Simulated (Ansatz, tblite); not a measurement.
## A script for SnSeO (GFN2-xTB)

These are simulated results from tblite 0.8.0, not measurements. The cell was built from a prototype and was relaxed with r2SCAN in plane waves (Ansatz 0.2.0). It may be hypothetical. It is a single sheet, repeated along a and b, with vacuum along c. All runs are without spin polarisation.

In-plane lattice: a = 3.413 Å, b = 3.413 Å, γ = 120.0°; thickness between the outer nuclei 2.88 Å. Sn is surrounded by 3 O at 2.22 Å and 3 Se at 2.71 Å; O is surrounded by 3 Sn at 2.22 Å; Se is surrounded by 3 Sn at 2.71 Å.

tblite solves periodic systems at the zone centre alone, so the script builds a cluster of 3×3×1 conventional cells (27 atoms), which folds in a coarse mesh of k points.

Input script:

```python
import json
from ase import Atoms
from ase.build import make_supercell
from ase.units import Bohr, GPa, Hartree
from tblite.interface import Calculator

atoms = Atoms(['Sn', 'O', 'Se'],
              cell=[[3.41320703, 0.0, 0.0], [-1.70660351, 2.955924, 0.0], [0.0, 0.0, 29.70916916]],
              scaled_positions=[[0.333333333, 0.666666667, 0.312326565], [0.666666667, 0.333333333, 0.346644568], [0.666666667, 0.333333333, 0.249839202]],
              pbc=True)
cluster = make_supercell(atoms, [[3, 0, 0], [0, 3, 0], [0, 0, 1]])
calc = Calculator('GFN2-xTB', cluster.numbers, cluster.positions / Bohr, lattice=cluster.cell[:] / Bohr, periodic=cluster.pbc)
calc.set('temperature', 0.02 / Hartree)
calc.set('max-iter', 150)
res = calc.singlepoint()
levels = res.get('orbital-energies') * Hartree
nv = round(res.get('orbital-occupations').sum() / 2)
cells = len(cluster) // len(atoms)
out = {'energy_per_cell': res.get('energy') * Hartree / cells, 'homo': levels[nv - 1], 'lumo': levels[nv],
       'stress': (-res.get('virial') * Hartree / cluster.get_volume() / GPa).tolist(), 'charges': res.get('charges')[:len(atoms)].tolist(), 'electrons': 2 * nv / cells}
json.dump(out, open('results.json', 'w'))
for key, value in out.items():
    print(key, value)
```

Command: `python run.py`. It took 2.7 s on 1 thread of Intel(R) Xeon(R) Platinum 8488C (Sapphire Rapids), on a shared host, peak memory 0.091 GiB.

The log:

```
------------------------------------------------------------
  cycle        total energy    energy error   density error
------------------------------------------------------------
      1     -76.95920524339  -7.6983522E+01   1.1877371E+00
      2     -58.67477746697   1.8284428E+01   2.1427803E+00
      3    -0.4947114646759   5.8180066E+01   3.0484398E+00
      4     -14.39982934823  -1.3905118E+01   3.3441232E+00
      5     -14.34798416716   5.1845181E-02   5.6490152E+00
      6     -61.64919319054  -4.7301209E+01   1.1286923E+00
      7     -81.55642722671  -1.9907234E+01   5.9140050E-01
      8     -81.71402675329  -1.5759953E-01   6.1968905E-01
      9     -81.51595426469   1.9807249E-01   6.2131690E-01
     10     -81.78589808701  -2.6994382E-01   6.1214248E-01
     11     -84.24933145695  -2.4634334E+00   5.9076817E-01
     12     -83.95373492506   2.9559653E-01   6.1197917E-01
     13     -84.01221550595  -5.8480581E-02   5.9491373E-01
     14     -84.09976973693  -8.7554231E-02   5.3863186E-01
     15     -84.26618090458  -1.6641117E-01   4.6104332E-01
     16     -84.29769704736  -3.1516143E-02   4.3634085E-01
     17     -84.32295743920  -2.5260392E-02   4.5852109E-01
     18     -84.40644950576  -8.3492067E-02   3.2142626E-01
     19     -84.42841057004  -2.1961064E-02   2.6747738E-01
     20     -84.42709604610   1.3145239E-03   2.7074783E-01
     21     -84.44567766014  -1.8581614E-02   2.4700214E-01
     22     -84.45751381869  -1.1836159E-02   1.8942471E-01
     23     -84.45928468089  -1.7708622E-03   1.7928749E-01
     24     -84.45602297613   3.2617048E-03   1.9533636E-01
     25     -84.45335704840   2.6659277E-03   2.0885658E-01
     26     -84.45454547024  -1.1884218E-03   1.8465027E-01
     27     -84.45396872143   5.7674881E-04   1.7333950E-01
     28     -84.45471931139  -7.5058996E-04   1.6003446E-01
     29     -84.45509277551  -3.7346413E-04   1.4756432E-01
     30     -84.45231045802   2.7823175E-03   1.3979944E-01
     31     -84.45318629375  -8.7583573E-04   1.4037780E-01
     32     -84.44899318428   4.1931095E-03   1.4021137E-01
     33     -84.44043235675   8.5608275E-03   1.4170625E-01
     34     -84.44215543050  -1.7230738E-03   1.4128373E-01
     35     -84.44521265808  -3.0572276E-03   1.3735920E-01
     36     -84.44619536601  -9.8270792E-04   1.3684915E-01
     37     -84.44618399430   1.1371705E-05   1.3721808E-01
     38     -84.44618555544  -1.5611315E-06   1.3738014E-01
     39     -84.45676157236  -1.0576017E-02   1.2633245E-01
     40     -84.45549205392   1.2695184E-03   1.1027325E-01
     41     -84.45377361107   1.7184428E-03   8.5361425E-02
     42     -84.45630674631  -2.5331352E-03   7.7711143E-02
     43     -84.46301686286  -6.7101165E-03   6.5255397E-02
     44     -84.46428782995  -1.2709671E-03   6.1114795E-02
     45     -84.46448816302  -2.0033307E-04   6.1264311E-02
     46     -84.46466469331  -1.7653030E-04   6.0493639E-02
     47     -84.46480165439  -1.3696108E-04   5.8858803E-02
     48     -84.46666555941  -1.8639050E-03   4.8274772E-02
     49     -84.46718864381  -5.2308440E-04   4.5604679E-02
     50     -84.46704405524   1.4458857E-04   4.6183266E-02
     51     -84.46849001744  -1.4459622E-03   3.9995898E-02
     52     -84.46940885197  -9.1883453E-04   3.4540043E-02
     53     -84.46990653216  -4.9768019E-04   3.0049099E-02
     54     -84.46989551915   1.1013013E-05   2.9919335E-02
     55     -84.47011395426  -2.1843512E-04   2.8078336E-02
     56     -84.47015605187  -4.2097610E-05   2.3900120E-02
     57     -84.47030428889  -1.4823701E-04   1.8459507E-02
     58     -84.47086372799  -5.5943910E-04   1.4735986E-02
     59     -84.47074631788   1.1741011E-04   1.5364947E-02
     60     -84.47069332362   5.2994259E-05   1.3316131E-02
     61     -84.47124645899  -5.5313537E-04   8.3565515E-03
     62     -84.47132697838  -8.0519383E-05   8.8944059E-03
     63     -84.47135028833  -2.3309958E-05   9.3125246E-03
     64     -84.47135344284  -3.1545087E-06   9.1330993E-03
     65     -84.47139531048  -4.1867642E-05   7.0469578E-03
     66     -84.47141522319  -1.9912710E-05   5.5744524E-03
     67     -84.47143101831  -1.5795118E-05   3.9002509E-03
     68     -84.47143410048  -3.0821673E-06   3.2135416E-03
     69     -84.47143427380  -1.7332454E-07   2.9126706E-03
     70     -84.47143605784  -1.7840337E-06   2.8279168E-03
     71     -84.47143019050   5.8673343E-06   3.0328815E-03
     72     -84.47144115417  -1.0963668E-05   2.5451668E-03
     73     -84.47145162211  -1.0467939E-05   1.8147052E-03
     74     -84.47145172279  -1.0068021E-07   1.7688005E-03
     75     -84.47145138310   3.3969108E-07   1.8244405E-03
     76     -84.47145851586  -7.1327650E-06   1.2622846E-03
     77     -84.47146212784  -3.6119780E-06   6.2701614E-04
     78     -84.47146170242   4.2541966E-07   6.5098659E-04
     79     -84.47146181356  -1.1114118E-07   6.2487609E-04
     80     -84.47146049763   1.3159296E-06   8.0822372E-04
     81     -84.47146278035  -2.2827150E-06   4.4572012E-04
     82     -84.47146358994  -8.0959514E-07   3.5048208E-04
     83     -84.47146389064  -3.0069455E-07   1.4614503E-04
     84     -84.47146405622  -1.6557875E-07   1.3566868E-04
     85     -84.47146416863  -1.1240878E-07   1.0272283E-04
     86     -84.47146418630  -1.7677522E-08   9.2661132E-05
     87     -84.47146419027  -3.9625974E-09   9.9228786E-05
     88     -84.47146420391  -1.3646911E-08   8.8843265E-05
     89     -84.47146420484  -9.2516927E-10   8.5273963E-05
     90     -84.47146420715  -2.3130156E-09   7.8983250E-05
     91     -84.47146420720  -4.9524829E-11   5.9836845E-05
     92     -84.47146415443   5.2765586E-08   1.6119168E-04
     93     -84.47146415594  -1.5087949E-09   1.5355469E-04
     94     -84.47146420807  -5.2121820E-08   7.2702153E-05
     95     -84.47146420980  -1.7319337E-09   7.4493044E-05
     96     -84.47146421002  -2.2509994E-10   7.3609451E-05
     97     -84.47146421127  -1.2453967E-09   6.4768091E-05
     98     -84.47146420481   6.4611640E-09   1.0442083E-04
     99     -84.47146420528  -4.7398885E-10   6.1525251E-05
    100     -84.47146418923   1.6050677E-08   7.3931999E-05
    101     -84.47146420449  -1.5255949E-08   4.7457907E-05
    102     -84.47146420127   3.2179486E-09   5.4371057E-05
    103     -84.47146415854   4.2731088E-08   1.4693222E-04
    104     -84.47146420417  -4.5634877E-08   5.5873220E-05
    105     -84.47146419999   4.1773234E-09   6.7977564E-05
    106     -84.47146419730   2.6943781E-09   5.4999816E-05
    107     -84.47146420486  -7.5600752E-09   7.3200452E-05
    108     -84.47146420449   3.6916958E-10   6.5542789E-05
    109     -84.47146420959  -5.0991247E-09   3.2983978E-05
    110     -84.47146421095  -1.3552892E-09   2.0117060E-05
    111     -84.47146420913   1.8120545E-09   3.2108662E-05
    112     -84.47146421094  -1.8075781E-09   2.5174456E-05
    113     -84.47146421277  -1.8313671E-09   1.1429997E-05
------------------------------------------------------------

 total:                                   2.224 sec
energy_per_cell -255.3984023041413
homo -14.709866301298588
lumo -14.709866099977171
stress [[1.4446932231852632, -1.1065235296323895e-06, 2.261336150783303e-07], [-1.1065235296206793e-06, 1.4446919876853521, -8.663329743260851e-08], [2.2613361507222826e-07, -8.66332974306269e-08, 0.36654142122585043]]
charges [0.4400585039327011, -0.5243383404827386, 0.08427723532531517]
electrons 16.0
```

The cycle table is in hartree for the whole cluster, and the lines after it are in eV (the energy for one cell). The printed stress is in GPa and positive in compression, and the pressure is its mean diagonal, here averaged over the vacuum too.

GFN2-xTB gives no gap at the points read. On the same cell, plane-wave PBE (Ansatz, 12×12×1 k points and the special points) gives no gap (an overlap of 0.44 eV at the points read) and r2SCAN no gap (an overlap of 0.40 eV at the points read); on shared hosts these took about 11 and 30 core-seconds on the 3-atom cell, against 2.7 for the script. Spin-orbit coupling, left out in all these runs, can cut or reorder the gap by tenths of an eV, up to about 1 eV with Pb or Bi.

xTB was fitted mostly to molecules, and a small cluster samples few k points, so gaps, pressures and kinks along a curve can be far from a solid's.

No spin-orbit coupling is included; it can move band edges with weight on the heavy atoms by tenths of an eV.
